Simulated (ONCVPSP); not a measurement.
# Zn: the cost of one run

Method: ONCVPSP 4.0.1.1 (patched build), PBE, scalar-relativistic.

## (1) The design

The settings as typed:

| Property | Result |
| --- | --- |
| element | zinc (Zn, Z = 30) |
| type | optimised norm-conserving Vanderbilt (ONCV) |
| frozen core | [Ne] |
| valence charge | 20 |
| reference configuration | 3s2 3p6 3d10 4s2 |
| partial waves | 3s+4s: rc 1.30 bohr, ncon 4, nbas 8, qcut 9.5 1/bohr, 2 projectors; 3p: rc 0.85 bohr, ncon 4, nbas 9, qcut 12.7 1/bohr, 1 projector; 3d: rc 0.95 bohr, ncon 4, nbas 9, qcut 14.6 1/bohr, 1 projector |
| local potential | polynomial inside 0.85 bohr (lpopt 1, dvloc0 0 Ha) |
| core correction | Teter function, fcfact 1.5, rcfact 1.4 |

An earlier all-electron run gives the scale for the radii.

All-electron outer shells of the reference configuration (PBE, scalar-relativistic, ld1.x):

```csv
shell,level (eV),outermost node (bohr),outermost maximum (bohr)
2p,-1004.03,–,0.15
3s,-129.23,0.28,0.59
3p,-83.40,0.25,0.59
3d,-10.14,–,0.57
4s,-5.98,0.85,2.09
4p,-1.12,0.92,3.08
```

## (2) Generating the potential

Zn.dat reads:

```
# ATOM AND REFERENCE CONFIGURATION
# atsym  z   nc   nv     iexc    psfile
  Zn 30.00    3    4        4      upf
#
#   n    l    f
    1    0    2.00
    2    0    2.00
    2    1    6.00
    3    0    2.00
    3    1    6.00
    3    2   10.00
    4    0    2.00
#
# PSEUDOPOTENTIAL AND OPTIMIZATION
# lmax
    2
#
#   l,   rc,      ep,       ncon, nbas, qcut
    0    1.30    0.00    4    8    9.50
    1    0.85    0.00    4    9   12.70
    2    0.95    0.00    4    9   14.60
#
# LOCAL POTENTIAL
# lloc, lpopt,  rc(5),   dvloc0
    4    1    0.85    0.00
#
# VANDERBILT-KLEINMAN-BYLANDER PROJECTORs
# l, nproj, debl
    0    2    2.00
    1    1    0.60
    2    1    2.00
#
# MODEL CORE CHARGE
# icmod, fcfact, rcfact
    3    1.50    1.40
#
# LOG DERIVATIVE ANALYSIS
# epsh1, epsh2, depsh
   -6.00    5.00    0.04
#
# OUTPUT GRID
# rlmax, drl
    6.00    0.01
#
# TEST CONFIGURATIONS
# ncnf
    4
# nvcnf
#   n    l    f
    4
    3    0    2.00
    3    1    6.00
    3    2   10.00
    4    0    1.00
#
    4
    3    0    2.00
    3    1    6.00
    3    2   10.00
    4    0    0.00
#
    4
    3    0    2.00
    3    1    6.00
    3    2    9.00
    4    0    0.00
#
    5
    3    0    2.00
    3    1    6.00
    3    2   10.00
    4    0    0.00
    4    1    2.00
#
```

Started as:

```bash
$ oncvpsp.x < Zn.dat > Zn.out
```

**Question.** How long does this run take on 1 thread of Neoverse-V2, shared host?

About 3 s.
